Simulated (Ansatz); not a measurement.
**Co: strong compression**

The task here is to estimate one member of a computed series from the others.

Program: Ansatz 0.2.0. Level of theory: DFT LDA, with the methods named in each step. These are calculated values, not measurements.

## The structure to begin with

It takes space group P6_3/mmc (No. 194, hexagonal). The conventional cell has a = 2.509 Å, b = 2.509 Å, c = 4.065 Å, α = 90.00°, β = 90.00°, γ = 120.00°. Around Co (site symmetry -6m2) lie 12 Co at 2.50 to 2.51 Å.

Coordinates:

```
CELL_PARAMETERS angstrom
2.50904 0.00000 0.00000
-1.25452 2.17289 0.00000
0.00000 0.00000 4.06465
ATOMIC_POSITIONS crystal
Co 0.33333 0.66667 0.25000
Co 0.66667 0.33333 0.75000
```

Whether this phase is the stable one at these pressures isn't tested.

Atoms are numbered in the order of the input: Co1, Co2.

Set-up of the first run:

input.yaml reads:

```yaml
crystal:
  lattice:
    - [2.5090426088, 0.0, 0.0]
    - [-1.2545213044, 2.1728946384, 0.0]
    - [0.0, 0.0, 4.0646490262]
  atoms:
    - { symbol: Co, position: [0.3333333333, 0.6666666667, 0.25], spin: 1.7 }
    - { symbol: Co, position: [0.6666666667, 0.3333333333, 0.75], spin: 1.7 }
magnetization:
  spin_polarized: true
kpoints:
  mp_grid: { grid: [19, 19, 11] }
scf:
  occupations: { method: fermi_dirac, width: 0.08 }
hamiltonian:
  xc: lda
  pseudopotentials: { kind: paw }
output:
  forces: true
  stress: true
  write_density: true
  write_potential: true
  elf: true
  volumetric_format: npy
relax:
  f_tol: 0.005
  max_steps: 40
  cell: {}
```

Command:

```console
> ansatz run input.yaml --threads 1 --pin off --max-ram 3072MiB --backend cpu --events-out ev --progress --plain --runs-dir out
```

Steps of the session up to this table: Cell relaxed at zero pressure, PAW; More of the same log: cell relaxed at zero pressure; Volume scaled by 1, PAW; Shape and atoms relaxed at 0.94 of the volume, PAW; Volume scaled by 0.94, PAW; Shape and atoms relaxed at 0.88 of the volume, PAW; Volume scaled by 0.88, PAW; Shape and atoms relaxed at 0.8 of the volume, PAW; Volume scaled by 0.8, PAW; Shape and atoms relaxed at 0.72 of the volume, PAW; Volume scaled by 0.72, PAW; Shape and atoms relaxed at 0.64 of the volume, PAW; More of the same log: shape and atoms relaxed at 0.64 of the volume; Volume scaled by 0.64, PAW; Shape and atoms relaxed at 0.55 of the volume, PAW; More of the same log: shape and atoms relaxed at 0.55 of the volume; Volume scaled by 0.55, PAW; Shape and atoms relaxed at 0.45 of the volume, PAW; Volume scaled by 0.45, PAW; Volume scaled by 0.45, PAW (level accurate).

One table of the session follows, with a row left open; its other results are not shown here.

| method | volume over the first | volume (Å³/atom) | pressure (GPa) | moment Co1 (μB) |
| --- | --- | --- | --- | --- |
| PAW | 1 | 10.005 | 0.00 | 1.54 |
| PAW | 0.94 | 9.405 | 18.81 | 1.44 |
| PAW | 0.88 | ? | ? | ? |
| PAW | 0.8 | 8.004 | 90.70 | 0.52 |
| PAW | 0.72 | 7.204 | 177.45 | 0.00 |
| PAW | 0.64 | 6.403 | 325.81 | 0.00 |
| PAW | 0.55 | 5.503 | 625.53 | 0.00 |
| PAW | 0.45 | 4.502 | 1303.77 | 0.00 |
| PAW (level accurate) | 0.45 | 4.502 | 1306.17 | 0.00 |

Estimate the missing values for PAW, 0.88.

**Answer.** volume (Å³/atom): 8.804; pressure (GPa): 42.56; moment Co1 (μB): 1.15. In the column «volume (Å³/atom)» it lies between PAW, 0.8 (8.004) and PAW, 0.94 (9.405).

To keep in mind: A fit over so wide a range leans to the high pressures, so B₀ can be off by several per cent. Other magnetic orders may lie lower; this is the state that the run reached. Warnings in the runs' records: seeded moment not kept.
